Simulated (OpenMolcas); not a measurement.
# Mo³⁺ among point charges: CASSCF levels and susceptibility

How does a field of 5 point charges split the states of Mo³⁺, and what χT follows?

Program: OpenMolcas 26.06. Level of theory: state-averaged CASSCF, spin-orbit coupling by RASSI with atomic mean-field integrals. These are calculated values, not measurements, unless marked.

1 further run of the same task is left out (it didn't finish).

## 1. The system

| Quantity | Value |
| --- | --- |
| Species | Mo³⁺ (molybdenum, Z = 42, 39 electrons) |
| Basis | ANO-RCC-VDZP [6s5p3d1f], 43 functions |
| Scalar Hamiltonian | DKH2, point nucleus |
| Inactive shells | 1s 2s 2p 3s 3p 3d 4s 4p |
| Active space | 3 electrons in 5 orbitals (4d) |
| Some configurations of this space | 4d³ |
| Orbitals | optimised for each spin and parity, averaged over all roots |

The outer shells:

4d3
```
4d [↑ ][↑ ][↑ ][  ][  ]
```

The ion sits among 5 point charges of -2 e arranged as a square pyramid (C4v), 2.12 Å from the ion, with the axial distance 1.929 Å. The active orbitals were held to one l.

The work runs as a chain of OpenMolcas steps in one folder; each step below is one input file. Labels, J, g values, rates, χT and fits are worked out afterwards by a script from the matrices that RASSI stores.

## 2. Basis and integrals

a.inp reads:

```
&GATEWAY
Coord
1

Mo 0.0 0.0 0.0
Basis=ANO-RCC-VDZP
Group=NoSym
NoMove
AngMom=0.0 0.0 0.0
AMFI
XField
5 Angstrom 0
2.120000 0.000000 0.000000 -2.000000
0.000000 2.120000 0.000000 -2.000000
-2.120000 0.000000 0.000000 -2.000000
0.000000 -2.120000 0.000000 -2.000000
0.000000 0.000000 1.929200 -2.000000
&SEWARD
```

The run is started by

```console
$ OMP_NUM_THREADS=1 MOLCAS_MEM=1689 MOLCAS_PROJECT=a pymolcas a.inp > a.log
```

## 3. Reference wave functions, quartets, 10 roots

a.inp reads:

```
&RASSCF
FileOrb=start.orb
Symmetry=1
Spin=4
nActEl=3 0 0
Inactive=18
Ras2=5
CIRoot=10 10 1
SDav=10
CIMx=300
Iter=120 100
PrWF=0.3
OrbListing=Nothing
MaxOrb=0
SupSym
1
15 10 11 12 13 14 19 20 21 22 23 32 33 34 35 36
>>> COPY $Project.JobIph JOB001
```

start.orb holds the contracted functions of the basis, ordered by shell, or the orbitals of the step before.

## 4. Reference wave functions, doublets, 40 roots

a.inp reads:

```
&RASSCF
FileOrb=start.orb
Symmetry=1
Spin=2
nActEl=3 0 0
Inactive=18
Ras2=5
CIRoot=40 40 1
SDav=40
CIMx=300
Iter=120 100
PrWF=0.3
OrbListing=Nothing
MaxOrb=0
SupSym
1
15 10 11 12 13 14 19 20 21 22 23 32 33 34 35 36
>>> COPY $Project.JobIph JOB002
```

## 5. RASSI: spin-orbit coupling between the states

a.inp reads:

```
&RASSI
NrOfJobIphs=2 10 40
1 2 3 4 5 6 7 8 9 10
1 2 3 4 5 6 7 8 9 10 11 12 13 14 15 16 17 18 19 20 21 22 23 24 25 26 27
28 29 30 31 32 33 34 35 36 37 38 39 40
IphNames
JOB001
JOB002
EJob
SpinOrbit
DIPRint=1.0
SOCoupling=1000.0
Subsets=2
Property=9
'ANGMOM' 1 'ANGMOM' 2 'ANGMOM' 3 'MLTPL  1' 1 'MLTPL  1' 2 'MLTPL  1' 3
'AMFI' 1 'AMFI' 2 'AMFI' 3
SOProperty=3
'ANGMOM' 1 'ANGMOM' 2 'ANGMOM' 3
```

Q: Predict the outcome of this session. Wanted: spin-free ground state; first state of the same spin within the active space; lowest level; next level.

**Answer**, as computed:

| quantity | value |
| --- | --- |
| method | CASSCF |
| spin-free ground state | quartet, 1-fold in its orbital part |
| first state of the same spin within the active space | quartet at 9400 cm⁻¹ |
| lowest level | 2-fold, g = 1.78, 3.55, 3.55 |
| next level | 3.1 cm⁻¹ |
| χT at 300 K | 1.54 cm³ K/mol |
| effective moment at 300 K | 3.51 μB |

In words: The spin-free ground state (quartet) comes to 100 % from free-ion F terms and keeps the highest spin of the shell. χT at 300 K is 1.54, against 1.88 cm³ K/mol for the spin alone, so spin-orbit coupling lowers it. The field of point charges can differ much from that of real complexes. Point charges carry no covalency, so the field is a model and not that of real ligands.
